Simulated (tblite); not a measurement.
# CH10FNSi3: the cost of one run

Programs: PySCF 2.14.0 with density-fitted response routines of our own, and tblite 0.8.0. All values are computed, except where a source is named. Atoms count from 0 throughout.

## 1. The starting structure

16 atoms, charge 0, multiplicity 1; geometry from: force field or distance geometry start.

Bonds of the start (Å): C0–H6 1.10, C0–H7 1.10, C0–H8 1.09, C0–Si1 1.85, N2–H11 1.03, N2–Si3 1.70, Si1–H10 1.47, Si1–H9 1.49, Si1–N2 1.68, Si3–H12 1.49, Si3–H13 1.47, Si3–Si4 2.37, Si4–F5 1.62, Si4–H14 1.49, Si4–H15 1.49.

## 2. GFN2-xTB relaxation, start minimum

The job: settings as JSON, then the geometry in Å.

```
{"job": {"xc": "GFN2-xTB", "basis": "xTB", "kind": "relax"}, "charge": 0, "multiplicity": 1}
C      2.604300    -0.368100    -0.151700
Si     0.948600    -0.775900    -0.881100
N      0.004000     0.571300    -1.197300
Si    -0.760900     1.221600     0.176200
Si    -2.504900    -0.038700     1.160300
F     -3.522400    -0.520600     0.001200
H      3.148600     0.333500    -0.794300
H      2.510200     0.099900     0.842000
H      3.215700    -1.266600    -0.034500
H      0.186000    -1.708100    -0.000900
H      1.127200    -1.456000    -2.175700
H     -0.712600     0.332300    -1.892500
H      0.277600     1.525000     1.207000
H     -1.323700     2.508600    -0.263200
H     -3.251800     0.790500     2.149700
H     -1.953500    -1.239700     1.843500
```

The run is started by

```
$ OMP_NUM_THREADS=1 python ens_run.py task.json out
```

The driver reads the study from task.json and runs its stages one after another.

**Question.** How long does this first job take on 1 thread of Intel Xeon Platinum 8259CL at 2.50GHz, shared host?

About 4.7 s.
